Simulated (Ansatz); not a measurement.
# Si₃H₆O: a ladder of functionals and wavefunction methods

An exercise on one series of results from a longer session: the logs are not shown, and one member is left open.

Computed with Ansatz 0.2.0, Gaussian basis. Level: functionals in def2-TZVPP, the program's frozen cores in correlated methods.

Plan: LDA (SPW92), PBE-D4, revPBE-D4, BLYP-D4, r2SCAN-D4, B97M-V, PBE0-D4, B3LYP-D4, r2SCANh-D4, r2SCAN0-D4, HSE06-D4, BHLYP-D4, CAM-B3LYP-D4, LC-ωPBE, ωB97X-V, ωB97M-V, B2PLYP, PBE-QIDH; CCSD(T)/def2-SVP; CCSD(T)/def2-TZVPP; MP2/def2-QZVPP; extrapolation to the limit; RPA on PBE.

## The relaxed structure

The geometry comes from an earlier relaxation with PBE0-D4 in a triple-zeta def2 set; it is a stationary point, not always the lowest conformer.

SMILES `O1[SiH2][SiH2][SiH2]1`, 10 atoms, charge 0, spin multiplicity 1.

Atoms are counted from 1 here; the program's logs count them from 0.

Bond lengths: O1–Si2 1.674 Å, O1–Si4 1.674 Å, Si2–Si3 2.356 Å, Si2–H5 1.487 Å, Si2–H6 1.487 Å, Si3–Si4 2.356 Å, Si3–H7 1.486 Å, Si3–H8 1.486 Å, Si4–H9 1.487 Å, Si4–H10 1.487 Å. Angles: Si2–O1–Si4 109.0°, O1–Si2–Si3 90.2°, O1–Si2–H5 110.7°, O1–Si2–H6 110.7°, Si3–Si2–H5 117.7°, Si3–Si2–H6 117.6°, H5–Si2–H6 108.6°, Si2–Si3–Si4 70.7°, Si2–Si3–H7 117.8°, Si2–Si3–H8 117.8°, Si4–Si3–H7 117.8°, Si4–Si3–H8 117.8°, H7–Si3–H8 110.3°, O1–Si4–Si3 90.2°, O1–Si4–H9 110.7°, O1–Si4–H10 110.7°, Si3–Si4–H9 117.6°, Si3–Si4–H10 117.7° and more.

The first run:

in.yaml

```yaml
crystal:
  periodic: [false, false, false]
  atoms:
    - {symbol: O, position_ang: [-0.205722, 1.495506, -0.086790]}
    - {symbol: Si, position_ang: [-0.989759, 0.345909, -1.016803]}
    - {symbol: Si, position_ang: [0.202389, -1.365194, 0.079185]}
    - {symbol: Si, position_ang: [0.852466, 0.723112, 0.954776]}
    - {symbol: H, position_ang: [-0.713933, 0.562743, -2.461819]}
    - {symbol: H, position_ang: [-2.459622, 0.409806, -0.800947]}
    - {symbol: H, position_ang: [1.204187, -2.127248, -0.711045]}
    - {symbol: H, position_ang: [-0.559837, -2.281767, 0.966711]}
    - {symbol: H, position_ang: [0.503471, 1.016565, 2.370142]}
    - {symbol: H, position_ang: [2.249559, 1.169469, 0.709688]}
basis:
  gaussian: {orbitals: def2-TZVPP}
hamiltonian: {xc: lda}
output: {orbitals: {seedname: orbitals}}
```

The run is started by

```
> ansatz run in.yaml --threads 2 --pin off --events-out ev --progress --plain --max-ram 4352MiB
```

Steps of the session up to this table: LDA; PBE-D4 (GGA); revPBE-D4 (GGA); BLYP-D4 (GGA); r2SCAN-D4 (meta-GGA); B97M-V (meta-GGA); PBE0-D4 (hybrid); B3LYP-D4 (hybrid); r2SCANh-D4 (hybrid); r2SCAN0-D4 (hybrid); HSE06-D4 (hybrid); BHLYP-D4 (hybrid); CAM-B3LYP-D4 (range-separated); LC-ωPBE (range-separated); ωB97X-V (range-separated); ωB97M-V (range-separated); B2PLYP (double hybrid); PBE-QIDH (double hybrid).

One of the session's tables, all rows but one given; the rest of the session is left out.

It belongs to the step «Frontier levels by functional». 

| functional | HOMO (eV) | gap (eV) |
| --- | --- | --- |
| LDA (SPW92) | -6.47 | 4.54 |
| PBE-D4 | -6.38 | 4.67 |
| revPBE-D4 | -6.33 | 4.73 |
| BLYP-D4 | -6.23 | 4.71 |
| r2SCAN-D4 | -6.59 | 5.19 |
| B97M-V | -6.69 | 5.09 |
| PBE0-D4 | -7.38 | 6.50 |
| B3LYP-D4 | -7.19 | 6.16 |
| r2SCANh-D4 | -6.96 | 5.84 |
| r2SCAN0-D4 | ? | ? |
| HSE06-D4 | -6.99 | 5.74 |
| BHLYP-D4 | -8.27 | 8.30 |
| CAM-B3LYP-D4 | -8.59 | 8.74 |
| LC-ωPBE | -9.85 | 11.08 |
| ωB97X-V | -9.55 | 10.65 |
| ωB97M-V | -9.32 | 10.11 |

Estimate the missing values for r2SCAN0-D4.

Worked estimate for «HOMO (eV)». Against the share of exact exchange, r2SCAN-D4 (0, -6.59), r2SCANh-D4 (0.1, -6.96) give a slope of -3.70 per unit share; at 0.25 the line stands at -7.51.

**Answer.** HOMO (eV): -7.51; gap (eV): 6.81. In «HOMO (eV)» the line misses by 0.00.
